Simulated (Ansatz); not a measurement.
**HfS (singlet): wave-function methods side by side at distance Hf1–S2 = 2.574 Å, def2-SVP**

One table from this session's results is given with a row withheld; the runs are named, their logs left out.

Method: def2-SVP, core rule «outside noble gas», up to 9 orbitals frozen; program: Ansatz 0.2.0, Gaussian basis.

Plan: UHF; CCSD(T) on RHF; CCSD(T) on UHF; CISD; CCSDT(Q) on RHF; CCSDT(Q) on UHF; CASSCF and MRCISD+Q, 2 electrons in 2 orbitals; CASSCF and NEVPT2, 2 electrons in 2 orbitals; CASSCF and MRCISD+Q, 10 electrons in 10 orbitals; CASSCF and NEVPT2, 10 electrons in 10 orbitals.

46 further runs of the same task are left out: 10 for a known fault of the program, 1 for a mislabelled method, 31 that didn't finish, 4 set aside as unsound or not needed.

### The system

The geometry derives from a PBE0/def2-TZVP stationary point (not a proven minimum). One bond is set to the value named and the two fragments are kept rigid. No spin-orbit coupling is included. Elements past krypton take def2 core potentials.

2 atoms, charge 0, spin multiplicity 1.

Atoms are counted from 1 here; the program's logs count them from 0.

Bond lengths: Hf1–S2 2.574 Å.

The first run:

Input file in.yaml:

```yaml
crystal:
  periodic: [false, false, false]
  atoms:
    - {symbol: Hf, position_ang: [0.000000, 0.000000, 0.000000]}
    - {symbol: S, position_ang: [0.000000, 0.000000, 2.574000]}
basis:
  gaussian: {orbitals: def2-SVP}
magnetization: {spin_polarized: true, initial_magnetization: 0}
hamiltonian: {xc: hf}
output: {orbitals: {seedname: orbitals}}
```

The run is started by

```bash
$ ansatz run in.yaml --threads 1 --pin off --events-out ev --progress --plain --max-ram 2393MiB
```

Steps of the session up to this table: UHF; CCSD(T) on RHF; CCSD(T) on UHF; CISD; CCSDT(Q) on RHF; CCSDT(Q) on UHF; CASSCF and MRCISD+Q, 2 electrons in 2 orbitals; CASSCF and NEVPT2, 2 electrons in 2 orbitals; CASSCF and MRCISD+Q, 10 electrons in 10 orbitals; CASSCF and NEVPT2, 10 electrons in 10 orbitals.

One of the session's tables, all rows but one given; the rest of the session is left out.

It belongs to the step «Misses and costs». 

| method | from RCCSDT(Q) (meV) |
| --- | --- |
| RHF | +6957.3 |
| UHF | ? |
| RMP2 | +1104.1 |
| CISD | +1413.3 |
| RCCSD | +818.6 |
| RCCSD(T) | +156.5 |
| RCCSDT | +124.1 |
| RCCSDT(Q) | 0 |
| CASSCF pair | +6366.4 |
| NEVPT2 pair | +1405.7 |
| MRCISD pair | +1350.1 |
| MRCISD+Q pair | +562.0 |
| CASSCF valence | +4208.7 |
| NEVPT2 valence | +1098.3 |
| MRCISD valence | +442.7 |
| MRCISD+Q valence | +139.1 |

Q: Estimate the row for UHF from the others.

**Answer.** from RCCSDT(Q) (meV): +6382.3. In the column «from RCCSDT(Q) (meV)» it lies between CASSCF pair (+6366.4) and RHF (+6957.3).

Not comparable, so not listed: CCSD(T) on UHF; CCSDT(Q) on UHF (they don't share determinant, frozen orbitals or solution with the rows shown, or repeat one).

To keep in mind: The determinant is far from a pure spin state, so its energy mixes those of several spin states (harmless only where they are near-degenerate, as at dissociation). Warnings: restricted reference is unstable; spin contamination; large T1 diagnostic.
